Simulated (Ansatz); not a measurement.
# C2H9AlBN: a ladder of functionals and wavefunction methods

How much do the methods differ for C2H9AlBN? The plan is to run it at one geometry with functionals of several rungs and with coupled cluster. The yardstick is the atomisation energy at the CCSD(T) limit.

Method: functionals in def2-TZVPP, the program's frozen cores in correlated methods; program: Ansatz 0.2.0, Gaussian basis.

Plan: LDA (SPW92), PBE-D4, revPBE-D4, BLYP-D4, r2SCAN-D4, B97M-V, PBE0-D4, B3LYP-D4, r2SCANh-D4, r2SCAN0-D4, HSE06-D4, BHLYP-D4, CAM-B3LYP-D4, LC-ωPBE, ωB97X-V, ωB97M-V, B2PLYP, PBE-QIDH; CCSD(T)/def2-SVP; CCSD(T)/def2-TZVPP; MP2/def2-QZVPP; extrapolation to the limit; RPA on PBE.

### 1 The relaxed structure

All runs share one geometry, relaxed beforehand with PBE0-D4 in a triple-zeta def2 set.

SMILES `CB[NH][AlH][CH3]`, 14 atoms, charge 0, spin multiplicity 1.

Atoms are counted from 1 here; the program's logs count them from 0.

Bond lengths: C1–B2 1.569 Å, C1–H6 1.092 Å, C1–H7 1.096 Å, C1–H8 1.096 Å, B2–N3 1.413 Å, B2–H9 1.207 Å, N3–Al4 1.805 Å, N3–H10 1.012 Å, Al4–C5 1.948 Å, Al4–H11 1.582 Å, C5–H12 1.093 Å, C5–H13 1.095 Å, C5–H14 1.095 Å. Angles: B2–C1–H6 115.5°, B2–C1–H7 109.7°, B2–C1–H8 109.7°, H6–C1–H7 108.2°, H6–C1–H8 108.2°, H7–C1–H8 105.1°, C1–B2–N3 123.7°, C1–B2–H9 118.6°, N3–B2–H9 117.7°, B2–N3–Al4 131.4°, B2–N3–H10 113.3°, Al4–N3–H10 115.3°, N3–Al4–C5 118.0°, N3–Al4–H11 119.5°, C5–Al4–H11 122.5°, Al4–C5–H12 113.4°, Al4–C5–H13 110.8°, Al4–C5–H14 110.8° and more.

As a file:

```xyz
14

C    -2.4747    0.1340   -0.3780
B    -1.3052   -0.6742   -1.0419
N     0.0444   -0.5750   -0.6357
Al    0.8335    0.4105    0.6541
C     2.7610    0.2469    0.8795
H    -2.1833    0.7972    0.4394
H    -2.9874    0.7342   -1.1386
H    -3.2356   -0.5591   -0.0008
H    -1.5643   -1.4243   -1.9513
H     0.6685   -1.1654   -1.1714
H    -0.0498    1.3672    1.5526
H     3.2197   -0.4629    0.1867
H     3.2521    1.2154    0.7369
H     3.0082   -0.0736    1.8971
```

### 2 LDA

This LDA is Slater exchange with PW92 correlation.

in.yaml reads:

```yaml
crystal:
  periodic: [false, false, false]
  atoms:
    - {symbol: C, position_ang: [-2.474655, 0.133956, -0.378023]}
    - {symbol: B, position_ang: [-1.305194, -0.674248, -1.041854]}
    - {symbol: N, position_ang: [0.044402, -0.574955, -0.635689]}
    - {symbol: Al, position_ang: [0.833503, 0.410542, 0.654103]}
    - {symbol: C, position_ang: [2.761025, 0.246934, 0.879545]}
    - {symbol: H, position_ang: [-2.183304, 0.797203, 0.439403]}
    - {symbol: H, position_ang: [-2.987388, 0.734173, -1.138623]}
    - {symbol: H, position_ang: [-3.235553, -0.559144, -0.000836]}
    - {symbol: H, position_ang: [-1.564320, -1.424340, -1.951293]}
    - {symbol: H, position_ang: [0.668458, -1.165376, -1.171432]}
    - {symbol: H, position_ang: [-0.049767, 1.367203, 1.552600]}
    - {symbol: H, position_ang: [3.219701, -0.462924, 0.186736]}
    - {symbol: H, position_ang: [3.252097, 1.215448, 0.736936]}
    - {symbol: H, position_ang: [3.008193, -0.073575, 1.897127]}
basis:
  gaussian: {orbitals: def2-TZVPP}
hamiltonian: {xc: lda}
output: {orbitals: {seedname: orbitals}}
```

The runs that follow: PBE-D4 (GGA); revPBE-D4 (GGA); BLYP-D4 (GGA); r2SCAN-D4 (meta-GGA); B97M-V (meta-GGA); PBE0-D4 (hybrid); B3LYP-D4 (hybrid); r2SCANh-D4 (hybrid); r2SCAN0-D4 (hybrid); HSE06-D4 (hybrid); BHLYP-D4 (hybrid); CAM-B3LYP-D4 (range-separated); LC-ωPBE (range-separated); ωB97X-V (range-separated); ωB97M-V (range-separated); B2PLYP (double hybrid); PBE-QIDH (double hybrid); CCSD(T) in def2-SVP; CCSD(T) in def2-TZVPP; MP2 in def2-QZVPP; RPA on PBE orbitals.

Before running them: what should the planned runs give, taken together? Wanted: atomisation energy, CCSD(T)/CBS; farthest beyond LDA; mean size of error, GGA; mean size of error, meta-GGA; mean size of error, hybrid; mean size of error, range-separated; mean size of error, double hybrid; gap, smallest and largest; T1 diagnostic.

The runs gave:

| quantity | value |
| --- | --- |
| atomisation energy, CCSD(T)/CBS | 5150.2 kJ/mol |
| functionals within 25.8 kJ/mol (0.5 %) | BLYP-D4, r2SCAN-D4, PBE0-D4, r2SCANh-D4, HSE06-D4, LC-ωPBE, ωB97X-V, PBE-QIDH |
| farthest beyond LDA | BHLYP-D4 (-74.2 kJ/mol) |
| mean size of error, GGA | 37.3 kJ/mol |
| mean size of error, meta-GGA | 32.7 kJ/mol |
| mean size of error, hybrid | 26.1 kJ/mol |
| mean size of error, range-separated | 25.8 kJ/mol |
| mean size of error, double hybrid | 25.6 kJ/mol |
| gap, smallest and largest | 4.94 eV (LDA (SPW92)), 12.16 eV (LC-ωPBE) |
| T1 diagnostic | 0.0106 |
| triples share of the correlation energy | 3.6 % |

What this shows: The LDA atomisation energy is off by 629.8 kJ/mol (12 %): it overbinds. PBE-D4 misses by +64.5 kJ/mol. Double hybrids carry the basis error of their MP2 part in triple zeta, and no dispersion term here, so their miss is partly the set-up's. By mean error the best rung here is double hybrid (25.6 kJ/mol) and the worst beyond LDA is GGA (37.3 kJ/mol). The gap between the best rungs is small, so their order is not settled. Misses under about 25.8 kJ/mol are within the doubt on the reference itself, which lacks core-valence correlation, relativity and higher excitations. Hartree-Fock recovers 76 % of the binding; the rest is correlation. CCSD(T) in def2-SVP is off by -237.5 kJ/mol, worse than the median functional, from the basis alone. Orbital gaps span 4.9 to 12.2 eV; exact exchange widens them.
